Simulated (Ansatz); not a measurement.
# ScCd: a single-point run

Wanted: a converged single-point run for ScCd, and a check of what comes out. The structure is shown as the input types it.

Program: Ansatz 0.2.0. Level of theory: DFT, PBEsol, PAW with Ansatz's default frozen-core files, scalar-relativistic. These are calculated values, not measurements.

## (1) The structure to begin with

Symmetry: Pm-3m, No. 221, cubic system. The conventional cell has a = 3.526 Å, b = 3.526 Å, c = 3.526 Å, α = 90.00°, β = 90.00°, γ = 90.00°. Sc (site symmetry m-3m) has 8 Cd at 3.05 Å as nearest neighbours. Around Cd (site symmetry m-3m) lie 8 Sc at 3.05 Å.

Coordinates:

```cif
data_structure
_symmetry_space_group_name_H-M 'P 1'
_symmetry_Int_Tables_number 1
_cell_length_a 3.5263
_cell_length_b 3.5263
_cell_length_c 3.5263
_cell_angle_alpha 90.000
_cell_angle_beta 90.000
_cell_angle_gamma 90.000
_cell_volume 43.85
loop_
_atom_site_label
_atom_site_type_symbol
_atom_site_fract_x
_atom_site_fract_y
_atom_site_fract_z
_atom_site_occupancy
Sc1 Sc 0.50000 0.50000 0.50000 1
Cd1 Cd 0.00000 0.00000 0.00000 1
```

## (2) The calculation

Input file input.yaml:

```yaml
crystal:
  lattice:
    - [3.52625559, 0.0, 0.0]
    - [0.0, 3.52625559, 0.0]
    - [0.0, 0.0, 3.52625559]
  atoms:
    - { symbol: Sc, position: [0.5, 0.5, 0.5] }
    - { symbol: Cd, position: [0.0, 0.0, 0.0] }
magnetization:
  spin_polarized: true
  initial_magnetization: 0.0
  spin_locking: { lock_magnetization: hard }
kpoints:
  mp_grid: { grid: [11, 10, 12] }
scf:
  occupations: { method: fermi_dirac, width: 0.08 }
  lower_state_search: "off"
  max_iter: 100
hamiltonian:
  xc: pbesol
  pseudopotentials: { kind: paw }
output:
  forces: true
  stress: true
  eigenvalues: true
```

Started as:

```
> ansatz run input.yaml --threads 1 --pin off --max-ram 3072MiB --backend cpu --events-out ev --progress --plain --runs-dir out
```

Q: Will this input give a usable result? If not, why, and what should change?

This run ends as converged, with warnings (no starting moments, stress scf threshold loose, symmetry narrowed by mesh). Its log warns: «crystal.symmetry: narrowed to the stabiliser of the k-point mesh — unitary ops 48 → 8; excluded 40 operations that carry a point of the 11×10×12 mesh (shift [0, 0 ...»

The suspect setting: kpoints.mp_grid.grid is [11, 10, 12]. The risk: uneven k-mesh. The run converged, but that does not make its result sound.

To check: set kpoints.mp_grid.grid to [11, 11, 11].
